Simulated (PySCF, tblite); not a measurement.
**CH7GeNSi, a small gas-phase stand-in for a defect centre: NMR shifts, core binding energies and electronic excitations**

Wanted: the NMR shifts, core binding energies and electronic excitations for `[SiH3]N[C][GeH3]`. It is drawn as: twofold C.

Programs: tblite 0.8.0 and PySCF 2.14.0. All values are calculated, for the isolated system unless a continuum is named. Atoms count from 0, parts from 1.

## 1. Starting point

11 atoms, charge 0, multiplicity 1; geometry: distance geometry start.

## 2. Relaxing the cluster with GFN2-xTB

Job settings and geometry (Å):

```
{"job": {"kind": "relax", "xc": "GFN2-xTB", "basis": "xTB"}, "charge": 0, "multiplicity": 1}
C      0.639051    -1.957803     0.449086
N      1.088582    -0.603701     0.263921
Si     0.807141     0.092156    -1.395835
Ge    -0.100031    -3.729318     0.452329
H      0.929173     0.023819     1.047757
H      0.124572     1.342215    -1.267275
H      2.023064     0.274560    -2.048813
H     -0.030501    -0.785948    -2.151517
H     -1.462412    -3.684361     1.084897
H      0.824159    -4.660477     1.219424
H     -0.221325    -4.216885    -0.979517
```

With the program's defaults for keys left out, this is: GFN2-xTB geometry optimisation, gas phase.

On the command line:

```sh
$ OMP_NUM_THREADS=1 python cluster_run.py task.json out
```

This one command runs all jobs of the session in turn.

The log of the run:

```text
step      E/eV     max force
  0    -330.21485    4.674
  1    -330.63592    1.936
  2    -330.83059    2.834
  3    -331.05752    2.077
  4    -331.29397    2.751
  5    -331.48893    1.973
  6    -331.59064    1.004
  7    -331.64787    0.674
  8    -331.68662    0.766
  9    -331.73456    0.939
 10    -331.77037    0.713
 11    -331.78769    0.333
 12    -331.79610    0.275
 13    -331.80401    0.271
 14    -331.81654    0.466
 15    -331.82993    0.450
 16    -331.83800    0.251
 17    -331.84204    0.249
 18    -331.84677    0.209
 19    -331.85368    0.321
 20    -331.86159    0.338
 21    -331.86786    0.247
 22    -331.87189    0.161
 23    -331.87508    0.182
 24    -331.87939    0.243
 25    -331.88588    0.361
 26    -331.89395    0.373
 27    -331.90115    0.265
 28    -331.90666    0.212
 29    -331.91284    0.286
 30    -331.91867    0.259
 31    -331.92256    0.175
 32    -331.92478    0.139
 33    -331.92627    0.117
 34    -331.92805    0.158
 35    -331.93011    0.158
 36    -331.93170    0.113
 37    -331.93242    0.056
 38    -331.93268    0.040
 39    -331.93285    0.037
 40    -331.93302    0.036
 41    -331.93315    0.028
 42    -331.93325    0.029
 43    -331.93334    0.030
 44    -331.93343    0.032
 45    -331.93352    0.030
 46    -331.93361    0.028
 47    -331.93371    0.033
 48    -331.93382    0.028
 49    -331.93389    0.017
 50    -331.93393    0.016
 51    -331.93396    0.021
 52    -331.93401    0.026
 53    -331.93407    0.026
 54    -331.93413    0.020
 55    -331.93417    0.018
 56    -331.93420    0.015
 57    -331.93423    0.017
 58    -331.93428    0.021
 59    -331.93438    0.041
 60    -331.93454    0.057
 61    -331.93472    0.053
 62    -331.93486    0.026
 63    -331.93494    0.021
 64    -331.93500    0.026
 65    -331.93512    0.051
 66    -331.93532    0.071
 67    -331.93559    0.072
 68    -331.93582    0.044
 69    -331.93595    0.027
 70    -331.93602    0.026
 71    -331.93610    0.029
 72    -331.93627    0.040
 73    -331.93655    0.044
 74    -331.93683    0.032
 75    -331.93696    0.022
 76    -331.93700    0.012
 77    -331.93702    0.015
 78    -331.93703    0.009
 79    -331.93705    0.009
 80    -331.93706    0.013
 81    -331.93709    0.021
 82    -331.93713    0.025
 83    -331.93718    0.019
 84    -331.93722    0.014
 85    -331.93725    0.015
 86    -331.93729    0.024
 87    -331.93734    0.035
 88    -331.93743    0.037
 89    -331.93751    0.024
 90    -331.93754    0.012
 91    -331.93756    0.011
 92    -331.93757    0.014
 93    -331.93759    0.016
 94    -331.93761    0.017
 95    -331.93764    0.017
 96    -331.93768    0.019
 97    -331.93774    0.026
 98    -331.93781    0.031
 99    -331.93791    0.042
100    -331.93804    0.055
101    -331.93825    0.059
102    -331.93859    0.064
103    -331.93879    0.083
104    -331.93959    0.067
105    -331.94069    0.080
106    -331.94101    0.183
107    -331.94256    0.110
108    -331.94358    0.080
109    -331.94410    0.159
110    -331.94519    0.080
111    -331.94611    0.078
112    -331.94819    0.111
113    -331.94888    0.064
114    -331.94950    0.054
115    -331.94980    0.069
116    -331.95015    0.080
117    -331.95077    0.052
118    -331.95135    0.066
119    -331.95178    0.066
120    -331.95219    0.053
121    -331.95242    0.052
122    -331.95269    0.042
123    -331.95299    0.047
124    -331.95334    0.052
125    -331.95364    0.049
126    -331.95395    0.048
127    -331.95421    0.042
128    -331.95446    0.046
129    -331.95461    0.044
130    -331.95473    0.029
131    -331.95479    0.024
132    -331.95484    0.014
133    -331.95486    0.011
134    -331.95487    0.012
135    -331.95488    0.010
136    -331.95489    0.008
137    -331.95489    0.005
```

Wall time 1.9 s (1 thread of Arm Neoverse V1, shared host).

Step by step:

| step | energy from step 0 (eV) | largest force (eV/Å) |
| --- | --- | --- |
| 0 | 0.0000 | 4.6745 |
| 5 | -1.2741 | 1.9734 |
| 10 | -1.5555 | 0.7131 |
| 15 | -1.6151 | 0.4503 |
| 20 | -1.6467 | 0.3382 |
| 25 | -1.6710 | 0.3616 |
| 30 | -1.7038 | 0.2586 |
| 35 | -1.7153 | 0.1579 |
| 40 | -1.7182 | 0.0363 |
| 45 | -1.7187 | 0.0294 |
| 50 | -1.7191 | 0.0167 |
| 55 | -1.7193 | 0.0180 |
| 60 | -1.7197 | 0.0572 |
| 65 | -1.7203 | 0.0507 |
| 70 | -1.7212 | 0.0258 |
| 75 | -1.7221 | 0.0216 |
| 80 | -1.7222 | 0.0135 |
| 85 | -1.7224 | 0.0157 |
| 90 | -1.7227 | 0.0124 |
| 95 | -1.7228 | 0.0172 |
| 100 | -1.7232 | 0.0546 |
| 105 | -1.7258 | 0.0793 |
| 110 | -1.7303 | 0.0802 |
| 115 | -1.7349 | 0.0686 |
| 120 | -1.7373 | 0.0537 |
| 125 | -1.7388 | 0.0489 |
| 130 | -1.7399 | 0.0292 |
| 135 | -1.7400 | 0.0099 |
| 137 | -1.7400 | 0.0055 |

Close pairs (by a distance rule), those that changed most:

| bond | before (Å) | after (Å) | change (Å) |
| --- | --- | --- | --- |
| C0–N1 | 1.439 | 1.307 | -0.132 |
| Si2–H6 | 1.392 | 1.459 | +0.067 |
| N1–Si2 | 1.822 | 1.782 | -0.039 |
| C0–Ge3 | 1.920 | 1.951 | +0.032 |
| Si2–H5 | 1.430 | 1.461 | +0.031 |
| Si2–H7 | 1.430 | 1.459 | +0.029 |
| Ge3–H9 | 1.520 | 1.496 | -0.024 |
| Ge3–H8 | 1.503 | 1.496 | -0.006 |

## 3. Optimising the geometry at PBE0-D3(BJ)/def2-SVP

Job settings and geometry (Å):

```
{"job": {"xc": "PBE0", "basis": "def2-SVP", "d3": "d3bj", "grid": 2, "kind": "geom", "shake": 0.01}, "charge": 0, "multiplicity": 1}
C      0.033106    -0.054460     1.413582
N      0.184341     1.059621     0.712871
Si     0.203934     1.387025    -1.045843
Ge    -0.260028    -1.753582     0.550311
H      0.336681     1.884685     1.283245
H      0.460419     2.835036    -1.082494
H      1.335223     0.608155    -1.591910
H     -1.066411     1.017722    -1.572144
H     -1.571479    -2.274313     1.152212
H      0.749953    -2.676796     1.112098
H     -0.373052    -2.061593    -0.921629
```

The log of the run:

```text
step   0  E = -2462.54193416  max force = 0.022037
step   1  E = -2462.54896697  max force = 0.005683
step   2  E = -2462.54913930  max force = 0.004120
step   3  E = -2462.54927612  max force = 0.001918
step   4  E = -2462.54932192  max force = 0.000317
step   5  E = -2462.54932373  max force = 0.000259
optimisation converged
```

Run time: 39 s. Hardware: 1 thread of Arm Neoverse V1, shared host; peak memory 0.59 GiB.

Relaxation path:

| step | energy from step 0 (eV) | largest force component (eV/Å) |
| --- | --- | --- |
| 0 | 0.0000 | 1.1332 |
| 1 | -0.1914 | 0.2922 |
| 2 | -0.1961 | 0.2119 |
| 3 | -0.1998 | 0.0986 |
| 4 | -0.2010 | 0.0163 |
| 5 | -0.2011 | 0.0133 |

Distances of close pairs at the start and the end, largest changes first:

| bond | before (Å) | after (Å) | change (Å) |
| --- | --- | --- | --- |
| Si2–H7 | 1.424 | 1.487 | +0.063 |
| Ge3–H9 | 1.479 | 1.540 | +0.060 |
| Ge3–H10 | 1.508 | 1.560 | +0.052 |
| C0–Ge3 | 1.928 | 1.969 | +0.041 |
| Si2–H5 | 1.471 | 1.492 | +0.021 |
| N1–Si2 | 1.789 | 1.809 | +0.020 |
| N1–H4 | 1.015 | 1.027 | +0.013 |
| C0–N1 | 1.325 | 1.314 | -0.011 |

The next job starts from the end point, and lists it.

| at the end point | value |
| --- | --- |
| point group (found at 0.08 Å tolerance) | Cs |
| rotational constants (GHz, main isotopes) | 8.163, 1.589, 1.375 |
| dipole moment (D) | 3.21 |

## 4. NMR shieldings: PBE0/pcSseg-2

Job settings and geometry (Å):

```
{"job": {"kind": "nmr", "xc": "PBE0", "basis": "pcSseg-2"}, "charge": 0, "multiplicity": 1}
C      0.006742    -0.021348     1.485934
N      0.196130     1.062083     0.767359
Si     0.218800     1.297112    -1.026075
Ge    -0.309046    -1.746986     0.591078
H      0.359555     1.914705     1.316399
H      0.474378     2.751110    -1.242695
H      1.310377     0.474560    -1.613145
H     -1.100964     0.903166    -1.587232
H     -1.667686    -2.237981     1.122914
H      0.794300    -2.684326     1.114789
H     -0.335530    -1.865387    -0.964026
```

Level: GIAO PBE0/pcSseg-2 NMR shielding, non-relativistic, gas phase.

The log of the run:

```text
coarse grid: 41432 points
cycle   1  E = -2463.0084591622  dE = -6.333e-01  |g| = 1.007e+00  |ddm| = 2.367e+00
cycle   2  E = -2462.9791807570  dE =  2.928e-02  |g| = 1.107e+00  |ddm| = 6.859e-01
cycle   3  E = -2463.0576469654  dE = -7.847e-02  |g| = 1.258e-01  |ddm| = 4.620e-01
cycle   4  E = -2463.0593414330  dE = -1.694e-03  |g| = 4.958e-02  |ddm| = 1.249e-01
cycle   5  E = -2463.0599923611  dE = -6.509e-04  |g| = 1.075e-02  |ddm| = 5.359e-02
cycle   6  E = -2463.0600168733  dE = -2.451e-05  |g| = 3.536e-03  |ddm| = 9.795e-03
cycle   7  E = -2463.0600197529  dE = -2.880e-06  |g| = 1.043e-03  |ddm| = 3.012e-03
final grid: 84768 points
cycle   8  E = -2463.0600521958  dE =  1.145e-07  |g| = 1.415e-03  |ddm| = 2.662e-03
cycle   9  E = -2463.0600517480  dE =  4.477e-07  |g| = 2.026e-03  |ddm| = 2.375e-03
cycle  10  E = -2463.0600526079  dE = -8.598e-07  |g| = 1.581e-04  |ddm| = 1.390e-03
cycle  11  E = -2463.0600526137  dE = -5.818e-09  |g| = 3.814e-05  |ddm| = 1.328e-04
cycle  12  E = -2463.0600526139  dE = -2.506e-10  |g| = 6.473e-06  |ddm| = 3.081e-05
converged SCF energy = -2463.0600526139

GIAO shielding tensors (ppm)
atom      isotropic    diamagn.    paramagn.     s11        s22        s33       span
  0 C     -378.116     247.846    -625.962  -1117.148   -144.943    127.744   1244.893
  1 N      -12.347     318.134    -330.482   -192.925    -11.834    167.717    360.642
  2 Si     421.590     877.939    -456.349    399.821    417.782    447.169     47.348
  3 Ge    1620.559    2757.051   -1136.492   1588.324   1621.317   1652.037     63.713
  4 H       18.218      28.605     -10.386     13.308     16.642     24.704     11.396
  5 H       26.114      28.377      -2.263     23.982     24.427     29.934      5.952
  6 H       26.529      29.438      -2.908     23.850     26.241     29.498      5.648
  7 H       26.548      29.443      -2.894     23.867     26.263     29.516      5.649
  8 H       26.341      29.106      -2.765     20.428     23.175     35.421     14.993
  9 H       26.334      29.100      -2.766     20.414     23.163     35.425     15.011
 10 H       26.428      29.524      -3.095     19.718     23.141     36.425     16.708
```

Run time: 51 s. Hardware: 1 thread of Arm Neoverse V1, shared host; peak memory 1.1 GiB.

Shifts follow as δ = σ(reference) − σ, with reference shieldings (ppm) from runs at the same level and on the same kind of geometry: 1H TMS 31.25, 13C TMS 184.1, 29Si TMS 341.3, 15N NH3 261.7, 73Ge GeMe4 1337. The references are single molecules in the gas phase, so shifts against H2O, NH3, PH3, H3PO4 or CFCl3 are not on the usual liquid scales and can be off by tens of ppm. Atoms listed in one row are averaged.

| atoms | environment | σ (ppm) | δ (ppm) |
| --- | --- | --- | --- |
| C0 | carbon bonded to Ge, N | -378.1 | 562.2 |
| H4 | hydrogen on a nitrogen bonded to C, Si | 18.22 | 13.03 |
| H5 | hydrogen on a silicon bonded to N | 26.11 | 5.13 |
| H8, H9 | hydrogen on a germanium bonded to C | 26.34 | 4.91 |
| H10 | hydrogen on a germanium bonded to C | 26.43 | 4.82 |
| H6, H7 | hydrogen on a silicon bonded to N | 26.54 | 4.71 |
| N1 | nitrogen bonded to C, Si, H | -12.3 | 274.0 |
| Si2 | silicon bonded to N, 3 H | 421.6 | -80.3 |
| Ge3 | germanium bonded to C, 3 H | 1621 | -283 |

The run also stored atomic charges by several schemes (e):

| atoms | Mulliken | IAO | Hirshfeld | ESP fit |
| --- | --- | --- | --- | --- |
| C0 | -0.10 | -0.35 | -0.17 | -0.68 |
| N1 | -0.42 | -0.44 | -0.17 | 0.32 |
| Si2 | 0.66 | 0.71 | 0.38 | 0.23 |
| Ge3 | 0.22 | 0.40 | 0.24 | 0.42 |

Mayer bond orders: C0–N1 1.55, N1–Si2 0.78, C0–Ge3 1.05.

The fields below are evaluated on a grid from the run's orbitals.

Frontier orbitals at PBE0/pcSseg-2, with the share of their density that lies nearest to each atom:

| orbital | energy (eV) | lies on |
| --- | --- | --- |
| HOMO | -5.51 | C0 67 %; Ge3 9 %; H10 7 % |
| LUMO | -1.38 | C0 54 %; N1 16 % |

ELF in a plane through or near 7 of the atoms.

Ten even steps from ' ' (0.00) to '@' (1.00):
```
                                                        
                                                        
                            ::++++::                    
                  ::::    ..**@@@@%%==                  
                --%%@@++  ::##@@@@@@##..                
                ++@@@@@@::--##@@@@@@**                  
                ..##@@%%++##====##%%--                  
        --++==..  ::##..--%%++==####::....              
      --@@@@@@%%::--####++**++%%@@--....--::..          
      ##@@@@@@@@##..==%%##::::##==--**--::--..          
      %%@@@@@@@@==**%%....    ==::++**==::--..          
      **@@@@@@@@--**##  ..    ==++::....::..            
      ::##@@%%**::    ----    ##@@@@%%++::              
        ..::::....::----::    %%@@@@@@%%--              
                    ....      %%@@@@@@@@==              
                              ++@@@@@@##..              
                                ==++--..                
                                                        
                                                        
                                                        
```
The map spans 11.3 Å across and 9.1 Å up, centred on the molecule. Atoms in the plane (x, y in Å): C0 (0.5, 1.4), N1 (-0.7, 1.1), Si2 (-1.6, -0.5), Ge3 (1.9, -0.1), H4 (-1.4, 1.9), H5 (-3.1, -0.1), H10 (1.4, -1.6).

On the surface of density 0.002 e/bohr³ the electrostatic potential runs, from the 1st to the 99th percentile, from -1.92 V near C0 to 1.98 V near H4.

[end of part 1 of 2]
